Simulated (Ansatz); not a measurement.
**Si4Ge2H14: small, medium and large basis sets**

The task here is to estimate one member of a computed series from the others.

Method: one geometry, several basis sets; program: Ansatz 0.2.0, Gaussian basis.

Plan: PBE0-D4/def2-SVP; ωB97M-V/def2-SVP; PBE0-D4/def2-QZVPP; ωB97M-V/def2-QZVPP; the functionals' def2-TZVPP values are taken from earlier runs.

## The relaxed structure

All runs share one geometry, relaxed beforehand with PBE0-D4 in a triple-zeta def2 set.

SMILES `[SiH3][SiH2][SiH2][GeH2][SiH2][GeH3]`, 20 atoms, charge 0, spin multiplicity 1.

Atoms are counted from 1 here; the program's logs count them from 0.

Bond lengths: Si1–Si2 2.340 Å, Si1–H7 1.487 Å, Si1–H8 1.488 Å, Si1–H9 1.487 Å, Si2–Si3 2.340 Å, Si2–H10 1.491 Å, Si2–H11 1.491 Å, Si3–Ge4 2.382 Å, Si3–H12 1.489 Å, Si3–H13 1.490 Å, Ge4–Si5 2.379 Å, Ge4–H14 1.541 Å, Ge4–H15 1.541 Å, Si5–Ge6 2.379 Å, Si5–H16 1.489 Å, Si5–H17 1.488 Å, Ge6–H18 1.539 Å, Ge6–H19 1.538 Å and more. Angles: Si2–Si1–H7 109.8°, Si2–Si1–H8 110.0°, Si2–Si1–H9 111.0°, H7–Si1–H8 108.8°, H7–Si1–H9 108.7°, H8–Si1–H9 108.4°, Si1–Si2–Si3 112.6°, Si1–Si2–H10 109.6°, Si1–Si2–H11 108.0°, Si3–Si2–H10 109.2°, Si3–Si2–H11 109.5°, H10–Si2–H11 107.8°, Si2–Si3–Ge4 111.1°, Si2–Si3–H12 109.5°, Si2–Si3–H13 109.8°, Ge4–Si3–H12 109.1°, Ge4–Si3–H13 109.2°, H12–Si3–H13 108.0° and more.

The first run:

File in.yaml:

```yaml
crystal:
  periodic: [false, false, false]
  atoms:
    - {symbol: Si, position_ang: [-0.081620, -1.946081, -1.870603]}
    - {symbol: Si, position_ang: [-0.776793, -2.372431, 0.322389]}
    - {symbol: Si, position_ang: [-1.607969, -0.463209, 1.390188]}
    - {symbol: Ge, position_ang: [0.164613, 0.907285, 2.198514]}
    - {symbol: Si, position_ang: [1.696745, 1.431925, 0.455251]}
    - {symbol: Ge, position_ang: [0.509729, 2.317534, -1.407019]}
    - {symbol: H, position_ang: [-1.207297, -1.369993, -2.653300]}
    - {symbol: H, position_ang: [0.356770, -3.210582, -2.521036]}
    - {symbol: H, position_ang: [1.054211, -0.986949, -1.893746]}
    - {symbol: H, position_ang: [0.365186, -2.916524, 1.111052]}
    - {symbol: H, position_ang: [-1.838391, -3.418316, 0.274984]}
    - {symbol: H, position_ang: [-2.434387, 0.322270, 0.431883]}
    - {symbol: H, position_ang: [-2.479581, -0.861857, 2.531175]}
    - {symbol: H, position_ang: [0.891693, 0.171796, 3.341066]}
    - {symbol: H, position_ang: [-0.417245, 2.213470, 2.774292]}
    - {symbol: H, position_ang: [2.702450, 2.424269, 0.925095]}
    - {symbol: H, position_ang: [2.417434, 0.193167, 0.054646]}
    - {symbol: H, position_ang: [-0.687023, 1.415235, -1.754372]}
    - {symbol: H, position_ang: [-0.034811, 3.713880, -1.059738]}
    - {symbol: H, position_ang: [1.406286, 2.435080, -2.650721]}
basis:
  gaussian: {orbitals: def2-SVP}
hamiltonian: {xc: pbe0, dispersion: d4}
output: {orbitals: {seedname: orbitals}}
```

Steps of the session up to this table: PBE0-D4 in def2-SVP; ωB97M-V in def2-SVP; PBE0-D4 in def2-QZVPP; ωB97M-V in def2-QZVPP.

One table of the session follows, with a row left open; its other results are not shown here.

It belongs to the step «Density functionals: the series». 

| functional | basis | HOMO (eV) |
| --- | --- | --- |
| PBE0-D4 | def2-SVP | -7.84 |
| PBE0-D4 | def2-TZVPP | -7.78 |
| PBE0-D4 | def2-QZVPP | -7.78 |
| ωB97M-V | def2-SVP | ? |
| ωB97M-V | def2-TZVPP | -9.71 |
| ωB97M-V | def2-QZVPP | -9.70 |

**Question.** Estimate the row for ωB97M-V, def2-SVP.

The run gave: HOMO (eV): -9.73. In the column «HOMO (eV)» it is the lowest.
